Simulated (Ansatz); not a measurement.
Working through vertical spin-state energies of FHSZn, SMILES [F][Zn][SH]

Computed with Ansatz 0.2.0, Python API.

`fhszn.xyz`
```text
4

F     0.00790    0.12220    1.69800
Zn   -0.90540    0.28010    0.56360
S    -0.21150    0.06810   -1.14900
H     1.16460   -0.53070   -1.13290
```

The cells in order, each with its output:

```python
import ansatz as az
```

```python
BASIS = "def2-SVP"
FUNCTIONAL = "r2scan"
VDW = "d4"
```

```python
geometry = az.Crystal.molecule_from_extxyz("fhszn.xyz")
```

```python
calculation = geometry.calculation()
calculation = calculation.basis(gaussian=BASIS).functional(FUNCTIONAL, dispersion=VDW)
found = {}
for unpaired in [0, 2]:
    rep = calculation.spin("collinear", total=unpaired).run(threads=1).report
    s = unpaired / 2
    found[unpaired] = rep["free_energy_ev"]
    print(f"2S+1 = {unpaired + 1}: E = {found[unpaired]:.5f} eV, <S^2> = {abs(rep['mean_field']['state']['spin_squared']):.3f} (pure state {s * (s + 1):.2f})")
lowest = min(found, key=found.get)
for unpaired, e in found.items():
    print(f"multiplicity {unpaired + 1}: {23.060548 * (e - found[lowest]):.1f} kcal/mol above the lowest")
```

    2S+1 = 1: E = -61970.67988 eV, <S^2> = 0.000 (pure state 0.00)
    2S+1 = 3: E = -61967.82168 eV, <S^2> = 2.008 (pure state 2.00)
    multiplicity 1: 0.0 kcal/mol above the lowest
    multiplicity 3: 65.9 kcal/mol above the lowest

In order: multiplicity 1 (+0.00 eV) and multiplicity 3 (+2.86 eV), all at the one geometry.

Notes:
- Total energies depend on the basis set; only differences at equal settings carry meaning.
- The geometry is a force-field or estimated start, not a minimum of this method, and the basis set is short of its limit. All parts are taken at fixed geometry, without zero-point energy.
- Run time: 23 s on 1 thread of Arm Neoverse V1, with other jobs on the host, peak memory 0.25 GiB.
